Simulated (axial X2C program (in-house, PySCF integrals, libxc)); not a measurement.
**NSnN⁺: bond lengths and stretches, held linear**

Aim: the two bond lengths and stretching wavenumbers of linear NSnN⁺, with and without spin–orbit coupling, at PBE0, BHandHLYP.

The runs use an in-house X2C program for linear molecules on PySCF integrals; all-electron X2C, two-component (2c) or spin-free, N dyall-av3z, Sn dyall-v3z.

All values are calculated.

2 further runs of the same task are left out: 2 set aside as unsound or not needed.

### 1 The job

Input file task.json:

```json
{"zs": [7, 50, 7], "q": 1, "bas": ["dyall-av3z", "dyall-v3z", "dyall-av3z"], "r0": [1.9, 1.9], "symm": 1, "scan": ["PBE0", "HF", "BHandHLYP"], "levels": ["PBE0", "HF", "r2SCAN"], "nst": 2}
```

Keys: zs atomic numbers; q charge; bas basis sets; r0 starting distance in Å; symm equal bonds; scan levels of the two-bond scan; levels methods; nst determinants followed.

Launch:

```sh
> python solin.py task.json out
```

Masses N 14.003, Sn 119.902, N 14.003 u.

### 2 Scan at PBE0, 2c

State: Ω = 5/2 (beyond evenly filled blocks: ω = -1/2, 2 × ω = 3/2). Energies above the lowest point, from the job's result record:

| r(N–Sn) (Å) | r(Sn–N) (Å) | E (meV) |
| --- | --- | --- |
| 1.9442 | 1.9442 | 43.12 |
| 1.9442 | 1.9940 | 16.60 |
| 1.9442 | 2.0438 | 23.55 |
| 1.9940 | 1.9442 | 16.60 |
| 1.9940 | 1.9940 | 0.00 |
| 1.9940 | 2.0438 | 16.18 |
| 1.9940 | 2.0937 | 56.52 |
| 2.0438 | 1.9442 | 23.55 |
| 2.0438 | 1.9940 | 16.18 |
| 2.0438 | 2.0438 | 41.33 |
| 2.0937 | 1.9940 | 56.52 |
| 2.0937 | 2.0937 | 147.01 |

A quadratic surface with cubic terms in each bond gives the minimum at 1.993 and 1.993 Å, force constants 2.12, 2.12 and coupling 0.57 mdyn/Å.

### 3 Scan at PBE0, spin-free

State: M_S = 3/2, Λ = 1 (beyond evenly filled blocks: 2 × π+α, π+β, 2 × π-α). Energies above the lowest point, from the job's result record:

| r(N–Sn) (Å) | r(Sn–N) (Å) | E (meV) |
| --- | --- | --- |
| 1.9442 | 1.9442 | 41.61 |
| 1.9442 | 1.9940 | 15.24 |
| 1.9442 | 2.0438 | 21.33 |
| 1.9940 | 1.9442 | 15.24 |
| 1.9940 | 1.9940 | 0.00 |
| 1.9940 | 2.0438 | 16.50 |
| 1.9940 | 2.0937 | 56.14 |
| 2.0438 | 1.9442 | 21.33 |
| 2.0438 | 1.9940 | 16.50 |
| 2.0438 | 2.0438 | 43.21 |
| 2.0937 | 1.9940 | 56.14 |
| 2.0937 | 2.0937 | 151.13 |

A quadratic surface with cubic terms in each bond gives the minimum at 1.992 and 1.992 Å, force constants 2.07, 2.07 and coupling 0.65 mdyn/Å.

### 4 Scan at BHandHLYP, spin-free

State: M_S = 3/2, Λ = 1 (beyond evenly filled blocks: 2 × π+α, π+β, 2 × π-α). Energies above the lowest point, from the job's result record:

| r(N–Sn) (Å) | r(Sn–N) (Å) | E (meV) |
| --- | --- | --- |
| 1.9442 | 1.9442 | 45.00 |
| 1.9442 | 1.9940 | 17.49 |
| 1.9442 | 2.0438 | 22.96 |
| 1.9940 | 1.9442 | 17.49 |
| 1.9940 | 1.9940 | 0.00 |
| 1.9940 | 2.0438 | 14.63 |
| 1.9940 | 2.0937 | 49.41 |
| 2.0438 | 1.9442 | 22.96 |
| 2.0438 | 1.9940 | 14.63 |
| 2.0438 | 2.0438 | 38.28 |
| 2.0937 | 1.9940 | 49.41 |
| 2.0937 | 2.0937 | 140.00 |

A quadratic surface with cubic terms in each bond gives the minimum at 1.994 and 1.994 Å, force constants 2.12, 2.12 and coupling 0.63 mdyn/Å.

### 5 Comparison

| level | r(N–Sn) (Å) | r(Sn–N) (Å) | lower stretch (cm⁻¹) | upper stretch (cm⁻¹) |
| --- | --- | --- | --- | --- |
| PBE0, 2c | 1.993 | 1.993 | 481.2 | 571.6 |
| PBE0, spin-free | 1.992 | 1.992 | 460.3 | 574.2 |
| BHandHLYP, spin-free | 1.994 | 1.994 | 471.1 | 577.7 |

In words: Over the levels the N–Sn bond spans 1.992 to 1.994 Å and the Sn–N bond 1.992 to 1.994 Å. At PBE0 going from spin-free to two-component moves the bonds by +0.001 and +0.001 Å. Each state is one determinant, the lowest of a limited PBE0 search; the stretches come from a fit to few points and are good to some per cent at best. The molecule was held linear; bending was not examined, so a bent shape may lie lower. Note: functional without a current term on a determinant with orbital currents, of the molecule or an atom. Note: several unpaired electrons, one determinant need not be a pure state.
